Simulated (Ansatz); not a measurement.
**C₂H₆ClSi radical: basis-set convergence**

Aim: see how fast density functionals converge with the basis set for C₂H₆ClSi radical.

Program: Ansatz 0.2.0, Gaussian basis. Level of theory: one geometry, several basis sets. These are calculated values, not measurements.

The runs, in order: PBE0-D4/def2-SVP; ωB97M-V/def2-SVP; PBE0-D4/def2-QZVPP; ωB97M-V/def2-QZVPP; the functionals' def2-TZVPP values are taken from earlier runs.

**1. The geometry**

All runs share one geometry, relaxed beforehand with PBE0-D4 in a triple-zeta def2 set.

SMILES `[CH2]C[SiH2]Cl`, 10 atoms, charge 0, spin multiplicity 2.

Atoms are counted from 1 here; the program's logs count them from 0.

Bond lengths: C1–C2 1.472 Å, C1–H5 1.082 Å, C1–H6 1.082 Å, C2–Si3 1.883 Å, C2–H7 1.094 Å, C2–H8 1.094 Å, Si3–Cl4 2.066 Å, Si3–H9 1.482 Å, Si3–H10 1.482 Å. Angles: C2–C1–H5 120.9°, C2–C1–H6 120.9°, H5–C1–H6 117.9°, C1–C2–Si3 106.5°, C1–C2–H7 112.9°, C1–C2–H8 112.9°, Si3–C2–H7 108.0°, Si3–C2–H8 108.0°, H7–C2–H8 108.4°, C2–Si3–Cl4 111.1°, C2–Si3–H9 110.1°, C2–Si3–H10 110.1°, Cl4–Si3–H9 107.6°, Cl4–Si3–H10 107.6°, H9–Si3–H10 110.2°.

**2. PBE0-D4 in def2-SVP**

The input, in.yaml:

```yaml
crystal:
  periodic: [false, false, false]
  atoms:
    - {symbol: C, position_ang: [-1.162633, 0.925730, 0.373884]}
    - {symbol: C, position_ang: [-0.668816, -0.251692, -0.357975]}
    - {symbol: Si, position_ang: [1.170099, -0.387798, 0.025342]}
    - {symbol: Cl, position_ang: [2.014073, -2.009530, -0.937920]}
    - {symbol: H, position_ang: [-1.104048, 1.914613, -0.061299]}
    - {symbol: H, position_ang: [-1.488566, 0.843549, 1.402331]}
    - {symbol: H, position_ang: [-0.781399, -0.156518, -1.441874]}
    - {symbol: H, position_ang: [-1.149387, -1.181777, -0.040872]}
    - {symbol: H, position_ang: [1.374863, -0.575267, 1.480598]}
    - {symbol: H, position_ang: [1.878812, 0.827390, -0.439315]}
basis:
  gaussian: {orbitals: def2-SVP}
magnetization: {spin_polarized: true, initial_magnetization: 1}
hamiltonian: {xc: pbe0, dispersion: d4}
output: {orbitals: {seedname: orbitals}}
```

Run with:

```console
$ ansatz run in.yaml --threads 4 --pin off --events-out ev --progress --plain --max-ram 10444MiB
```

After this run come: ωB97M-V in def2-SVP; PBE0-D4 in def2-QZVPP; ωB97M-V in def2-QZVPP.

Q: Predict the results of all the runs planned. Wanted: PBE0-D4: double and triple zeta above quadruple; ωB97M-V: double and triple zeta above quadruple.

The runs gave:

```
                                       quantity           value
PBE0-D4: double and triple zeta above quadruple  10.30, 0.77 eV
ωB97M-V: double and triple zeta above quadruple  10.40, 0.73 eV
```

PBE0-D4 gains 9.54 eV from double to triple zeta, then 0.77 eV more. Total energies overstate the basis error of differences, where much of it tends to cancel.
